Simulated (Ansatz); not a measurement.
# AlGeH₃O: single points off equilibrium

The atoms stand at a structure displaced at random from a GFN2-xTB minimum. How far do the functionals agree with CCSD(T) there?

Method: single points in def2-TZVPP; program: Ansatz 0.2.0, Gaussian basis.

Correlated methods freeze the cores. Filled d shells of the heavier atoms are correlated. B3LYP uses VWN-RPA correlation.

## Step 1: The starting structure

6 atoms, charge 0, spin multiplicity 1.

Atoms are counted from 1 here; the program's logs count them from 0.

Bond lengths: O1–Al2 1.706 Å, Al2–Ge3 2.457 Å, Al2–H4 1.574 Å, Ge3–H5 1.621 Å, Ge3–H6 1.746 Å. Angles: O1–Al2–Ge3 70.1°, O1–Al2–H4 145.8°, Ge3–Al2–H4 143.5°, Al2–Ge3–H5 112.3°, Al2–Ge3–H6 128.2°, H5–Ge3–H6 99.5°.

Geometry (Å):

```tsv
atom	x (Å)	y (Å)	z (Å)
O1	1.2566	-0.6368	0.6264
Al2	-0.0427	-1.4478	-0.1251
Ge3	-0.5200	0.9592	0.0033
H4	-0.5494	-2.8072	-0.7358
H5	0.4919	1.8356	-0.9114
H6	-0.5772	1.9732	1.4230
```

## Step 2: CCSD(T)/def2-TZVPP

Contents of run/in.yaml:

```yaml
crystal:
  periodic: [false, false, false]
  atoms:
    - {symbol: O, position_ang: [1.256600, -0.636800, 0.626400]}
    - {symbol: Al, position_ang: [-0.042700, -1.447800, -0.125100]}
    - {symbol: Ge, position_ang: [-0.520000, 0.959200, 0.003300]}
    - {symbol: H, position_ang: [-0.549400, -2.807200, -0.735800]}
    - {symbol: H, position_ang: [0.491900, 1.835600, -0.911400]}
    - {symbol: H, position_ang: [-0.577200, 1.973200, 1.423000]}
basis:
  gaussian: {orbitals: def2-TZVPP}
correlation: {method: ccsd_t}
output: {forces: true}
```

The command line of these runs was not kept.

## Step 3: PBE0-D4/def2-TZVPP

Changes to run/in.yaml since step 2:

```diff
@@ -11,3 +11,3 @@
   gaussian: {orbitals: def2-TZVPP}
-correlation: {method: ccsd_t}
-output: {forces: true}
+hamiltonian: {xc: pbe0, dispersion: d4}
+output: {forces: true, orbitals: {seedname: orbitals}}
```

## Step 4: wB97M-V/def2-TZVPP

Changes to run/in.yaml since step 3:

```diff
@@ -11,3 +11,3 @@
   gaussian: {orbitals: def2-TZVPP}
-hamiltonian: {xc: pbe0, dispersion: d4}
-output: {forces: true, orbitals: {seedname: orbitals}}
+hamiltonian: {xc: {name: wB97M-V}}
+output: {forces: true}
```

## Step 5: r2SCAN-D4/def2-TZVPP

Changes to run/in.yaml since step 4:

```diff
@@ -11,3 +11,3 @@
   gaussian: {orbitals: def2-TZVPP}
-hamiltonian: {xc: {name: wB97M-V}}
+hamiltonian: {xc: r2scan, dispersion: d4}
 output: {forces: true}
```

## Step 6: PBE-D4/def2-TZVPP

Changes to run/in.yaml since step 5:

```diff
@@ -11,3 +11,3 @@
   gaussian: {orbitals: def2-TZVPP}
-hamiltonian: {xc: r2scan, dispersion: d4}
+hamiltonian: {xc: pbe, dispersion: d4}
 output: {forces: true}
```

## Step 7: BHLYP-D4/def2-TZVPP

Changes to run/in.yaml since step 6:

```diff
@@ -11,3 +11,3 @@
   gaussian: {orbitals: def2-TZVPP}
-hamiltonian: {xc: pbe, dispersion: d4}
+hamiltonian: {xc: {name: BHLYP}, dispersion: d4}
 output: {forces: true}
```

## Step 8: B3LYP-D4/def2-TZVPP

Changes to run/in.yaml since step 7:

```diff
@@ -11,3 +11,3 @@
   gaussian: {orbitals: def2-TZVPP}
-hamiltonian: {xc: {name: BHLYP}, dispersion: d4}
+hamiltonian: {xc: {name: B3LYP}, dispersion: d4}
 output: {forces: true}
```

(Steps that only read results are left out.)

What does the calculation give? Wanted: energy less free atoms, CCSD(T)/def2-TZVPP; RMS force component; RMS force error; HOMO and LUMO, PBE0-D4; T1 diagnostic.

The runs gave:

| quantity | value |
| --- | --- |
| energy less free atoms, CCSD(T)/def2-TZVPP | -1536.8 kJ/mol |
| RMS force component | 0.885 to 1.361 eV/Å over the methods |
| RMS force error | PBE0-D4 0.190, wB97M-V 0.233, r2SCAN-D4 0.117, PBE-D4 0.183, BHLYP-D4 0.415, B3LYP-D4 0.154 eV/Å |
| HOMO and LUMO, PBE0-D4 | -7.20 and -2.50 eV |
| T1 diagnostic | 0.023 |

In words: Against CCSD(T) the functionals' energies less atoms differ by -71.4 to +67.5 kJ/mol, PBE-D4 by -71.4 kJ/mol. CCSD(T) in triple zeta still lacks some correlation energy of the bonds, so part of these gaps is its own basis error and they don't rank the functionals. The forces of r2SCAN-D4 come nearest to CCSD(T), those of BHLYP-D4 are farthest. Frozen-core CCSD(T) forces in triple zeta carry basis errors of their own, and this is one geometry, so small gaps rank nothing. The restricted Hartree–Fock reference is unstable towards an unrestricted one at one or more of these structures.
